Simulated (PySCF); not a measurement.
**MoCl₃: structure of the quartet**

The task is one start of a wider search on MoCl₃: the quartet, from a PBE0 minimum start. It is relaxed, tested by its Hessian and followed downhill if it is a saddle.

Method: PBE0, basis Mo def2-SVP with ECP28, Cl def2-SVP, scalar-relativistic core potentials, no spin–orbit coupling, density fitting; program: PySCF 2.14.0.

## Step 1: The system as given

4 atoms, charge 0, spin multiplicity 4.

Bond lengths: Mo1–Cl2 2.255 Å, Mo1–Cl3 2.255 Å, Mo1–Cl4 2.255 Å. Angles: Cl2–Mo1–Cl3 120.0°, Cl2–Mo1–Cl4 120.0°, Cl3–Mo1–Cl4 120.0°.

Z-matrix (Å, degrees; charge 0 multiplicity 4):
```
Mo
Cl 1 2.2547
Cl 1 2.2547 2 120.00
Cl 1 2.2547 2 120.00 3 180.00
```

## Step 2: The SCF at the typed geometry

One driver script runs all steps and calls PySCF; scf.py shows how it sets up the SCF of each step. The optimiser is the driver's own. After this first run the driver tries any further starts and a stability analysis.

Input file scf.py:

```python
from pyscf import gto, scf, dft
mol = gto.M(atom='''
Mo    -0.000000     0.000000    -0.000000
Cl     2.254713    -0.000009     0.000000
Cl    -1.127349     1.952644    -0.000000
Cl    -1.127365    -1.952634     0.000000''',
    basis={'Mo': 'def2-SVP', 'Cl': 'def2-SVP'},
    ecp={'Mo': 'def2-SVP'},
    charge=0, spin=3)
mf = dft.UKS(mol, xc='PBE0')
mf.grids.atom_grid = (50, 194)
aux = {'Mo': 'def2-universal-JKFIT', 'Cl': 'def2-universal-JKFIT'}
mf = mf.density_fit(auxbasis=aux)
mf.conv_tol = 1e-08
mf.diis_space = 10
mf.max_cycle = 60
mf.init_guess = 'minao'
mf.verbose = 4
mf.kernel()
```

The run is started by

```sh
> OMP_NUM_THREADS=2 python axn.py task.json out
```

Output:

```text
init E= -1440.40684605862
[... the frontier-level lines of each cycle are left out ...]
cycle= 1 E= -1447.98643177749  delta_E= -7.58  |g|= 0.254  |ddm|= 2.24
cycle= 2 E= -1448.01322241776  delta_E= -0.0268  |g|= 0.153  |ddm|= 0.525
cycle= 3 E= -1448.02373783231  delta_E= -0.0105  |g|= 0.0461  |ddm|= 0.202
cycle= 4 E= -1448.02387027899  delta_E= -0.000132  |g|= 0.0451  |ddm|= 0.101
cycle= 5 E= -1448.02520059029  delta_E= -0.00133  |g|= 0.00357  |ddm|= 0.05
cycle= 6 E= -1448.02523541568  delta_E= -3.48e-05  |g|= 0.00101  |ddm|= 0.015
cycle= 7 E= -1448.02523762178  delta_E= -2.21e-06  |g|= 0.000375  |ddm|= 0.00362
cycle= 8 E= -1448.0252378109  delta_E= -1.89e-07  |g|= 4.82e-05  |ddm|= 0.00117
cycle= 9 E= -1448.02523781348  delta_E= -2.58e-09  |g|= 3.72e-05  |ddm|= 0.000142
Extra cycle  E= -1448.02523781283  delta_E= 6.47e-10  |g|= 5.08e-05  |ddm|= 0.000116
converged SCF energy = -1448.02523781283  <S^2> = 3.7714721  2S+1 = 4.0107217
```

This step, with its further starts and checks, needed 9.7 s of wall time on 2 threads of Intel Xeon 6975P-C (Granite Rapids), shared host.

Energies from each starting density:

```tsv
start	energy (Eh)
the minimal-basis guess	-1448.025238
a thermally smeared density	-1448.025238
a smeared PBE density	-1448.025238
```

The test of internal stability and the other starts found no lower solution of this spin.

## Step 3: Relaxing the quartet from the PBE0 minimum start

The program finds D3h symmetry in the start, which this walk keeps. Threshold on the gradient: 0.0003 Eh/bohr, with a further test on the energy change.

Changes to scf.py since step 2:

```diff
@@ -3 +3 @@
-Mo    -0.000000     0.000000    -0.000000
+Mo    -0.000000     0.000000     0.000000
@@ -5 +5 @@
-Cl    -1.127349     1.952644    -0.000000
+Cl    -1.127349     1.952644     0.000000
@@ -17 +16,0 @@
-mf.init_guess = 'minao'
```

The optimiser's trace:

```tsv
step	energy (Eh)	change (kJ/mol)	largest symmetric gradient (Eh/bohr)
0	-1448.025238	0.00	0.00001
```

The walk took 1.8 s.

Geometry (Å) and forces (eV/Å) at some steps:

```
step 0
Mo   0.000   0.000   0.000  -0.005   0.000   0.000
Cl   2.255   0.000   0.000   0.002   0.000   0.000
Cl  -1.127   1.953   0.000   0.002  -0.001   0.000
Cl  -1.127  -1.953   0.000   0.002   0.001   0.000
```

After 0 steps and 0.0 kJ/mol it ends at D3h: Mo–Cl 2.255 Å (×3); Cl–Mo–Cl 120.0° (×3).

## Step 4: Vibrations and properties at this point

On the finer grid the gradient is checked again; gradients at displacements of ±0.02 bohr then give force constants and infrared intensities.

Changes to scf.py since step 3:

```diff
@@ -3 +3 @@
-Mo    -0.000000     0.000000     0.000000
+Mo     0.000000     0.000000     0.000000
@@ -11 +11 @@
-mf.grids.atom_grid = (50, 194)
+mf.grids.atom_grid = (75, 302)
@@ -14 +14 @@
-mf.conv_tol = 1e-08
+mf.conv_tol = 1e-10
```

This SCF starts from the last density.

Log of the central SCF (cycles and frontier levels):

```text
init E= -1448.02532426988
[... the frontier-level lines of each cycle are left out ...]
cycle= 1 E= -1448.02532426986  delta_E= 2.39e-11  |g|= 7.48e-06  |ddm|= 1.22e-05
Extra cycle  E= -1448.0253242697  delta_E= 1.57e-10  |g|= 1.76e-05  |ddm|= 2.65e-05
converged SCF energy = -1448.0253242697  <S^2> = 3.7714881  2S+1 = 4.0107296
```

The whole step took 28 s.

Geometry: D3h; Mo–Cl 2.255 Å (×3); Cl–Mo–Cl 120.0° (×3).

Harmonic modes (main isotopes):

```json
{"symmetry": "a2''", "ω (cm⁻¹)": "74", "IR (km/mol)": "6.3", "type": "bend"}
{"symmetry": "e'", "ω (cm⁻¹)": "93", "IR (km/mol)": "1.0", "type": "bend"}
{"symmetry": "a1'", "ω (cm⁻¹)": "375", "IR (km/mol)": "0.0", "type": "stretch"}
{"symmetry": "e'", "ω (cm⁻¹)": "438", "IR (km/mol)": "179", "type": "stretch"}
```

Every mode is real; the point is a minimum.

Properties at this point:

- Dipole moment: 0.00 D
- Highest occupied level: -7.34 eV
- Lowest empty level: -3.56 eV
- Rotational constants: 0.06322, 0.06322, 0.03161 cm⁻¹
- Zero-point energy: 9.0 kJ/mol
- Principal polarisabilities: 42.7, 75.8, 75.8 bohr³
- Atomisation energy without zero-point energy: 1122 kJ/mol
- Principal traceless quadrupole moments about the centre of mass: -1.99, -1.99, 3.97 D Å
- Entropy at 298.15 K and 1 bar (electronic part: spin only): 351.2 J/(mol K)
- Heat capacity Cp at 298.15 K: 75.8 J/(mol K)
- Enthalpy at 298.15 K above 0 K: 18.22 kJ/mol
- Rotational symmetry number: 6
- Spin squared ⟨S²⟩: 3.771

Populations by atom (charges in e):

| atom | Mulliken | Löwdin | polar tensor | spin (Mulliken) | Mayer order to Mo1 |
| --- | --- | --- | --- | --- | --- |
| Mo1 | 0.58 | -0.53 | 1.47 | 3.02 | – |
| Cl2,3,4 | -0.19 | 0.18 | -0.49 | -0.01 | 1.26 |

Mulliken populations on Mo1 (outside its core potential): s 2.44, p 6.46, d 4.49, f 0.03.

## Step 5: Outcome

| quantity | value |
| --- | --- |
| minimum | quartet, D3h |
| geometry | Mo–Cl 2.255 Å (×3); Cl–Mo–Cl 120.0° (×3) |
| wavenumbers (cm⁻¹) | 74 (a2''), 93 (e'), 375 (a1'), 438 (e') |
| dipole moment | 0.00 D |
| highest occupied, lowest empty level (either spin) | -7.34, -3.56 eV |
| polar-tensor charge of Mo1 | +1.47 e |
| zero-point energy | 9.0 kJ/mol |
| entropy at 298.15 K | 351.2 J/(mol K) |
| atomisation energy (no zero-point energy) | 1122 kJ/mol |
| ⟨S²⟩ | 3.771 |

The PBE0 minimum start keeps its D3h symmetry and ends in a minimum. In the infrared the band at 438 cm⁻¹ (e', stretch) leads. The dipole vanishes although Mo1 carries +1.5 e by the polar tensor: the bond dipoles cancel. Most of the spin sits on Mo1 (Mulliken spin 3.02, against 3 for the whole molecule). Only this shape and spin were tried, so other structures or states may lie lower. One determinant may miss the lowest occupation of an open d or f shell.

The search up to here took 39 s.
